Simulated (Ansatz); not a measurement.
# Zr2PbO: the cost of one run

Program: Ansatz 0.2.0. Level of theory: DFT PBE, scalar-relativistic, plane waves, PAW. These are calculated values, not measurements.

## (1) The system as given

Symmetry: R-3m, No. 166, trigonal system. The conventional cell has a = 4.355 Å, b = 4.355 Å, c = 14.332 Å, α = 90.00°, β = 90.00°, γ = 120.00°. Zr (site symmetry 3m) has 1 O at 1.66 Å in its first shell of neighbours. Around Pb (site symmetry -3m) lie 6 Zr at 2.62 Å. O (site symmetry -3m) is surrounded by 2 Zr at 1.66 Å.

Structure file:

```cif
data_structure
_symmetry_space_group_name_H-M 'P 1'
_symmetry_Int_Tables_number 1
_cell_length_a 5.3986
_cell_length_b 5.3986
_cell_length_c 5.3986
_cell_angle_alpha 47.571
_cell_angle_beta 47.571
_cell_angle_gamma 47.571
_cell_volume 78.46
loop_
_atom_site_label
_atom_site_type_symbol
_atom_site_fract_x
_atom_site_fract_y
_atom_site_fract_z
_atom_site_occupancy
Zr1 Zr 0.38444 0.38444 0.38444 1
Zr2 Zr 0.61556 0.61556 0.61556 1
Pb1 Pb 0.00000 0.00000 0.00000 1
O1 O 0.50000 0.50000 0.50000 1
```

A structure generator made this guess: random cell by space group and Wyckoff sites (R-3m, No. 166). Lengths come from tabulated atomic sizes and are only a guess.

## (2) Probe: one point on a coarse mesh

File input.yaml:

```yaml
crystal:
  lattice:
    - [2.17731691, 1.2570745, 4.77739437]
    - [-2.17731691, 1.2570745, 4.77739437]
    - [0.0, -2.51414901, 4.77739437]
  atoms:
    - { symbol: Zr, position: [0.38443569, 0.38443569, 0.38443569] }
    - { symbol: Zr, position: [0.61556431, 0.61556431, 0.61556431] }
    - { symbol: Pb, position: [0.0, 0.0, 0.0] }
    - { symbol: O, position: [0.5, 0.5, 0.5] }
basis:
  ecutwfc: 420
kpoints:
  mp_grid: { grid: [6, 6, 6] }
hamiltonian:
  xc: pbe
scf:
  occupations: { method: gaussian, width: 0.1 }
  lower_state_search: "off"
output:
  forces: true
  stress: true
  eigenvalues: true
```

Command:

```
$ ansatz run input.yaml --threads 1 --pin off --max-ram 2560MiB --backend cpu --events-out ev --progress --plain --runs-dir out
```

What time and memory should one allow on 1 thread of AMD EPYC (Zen 3), shared host?

About 10 s, with a peak of 0.43 GiB.
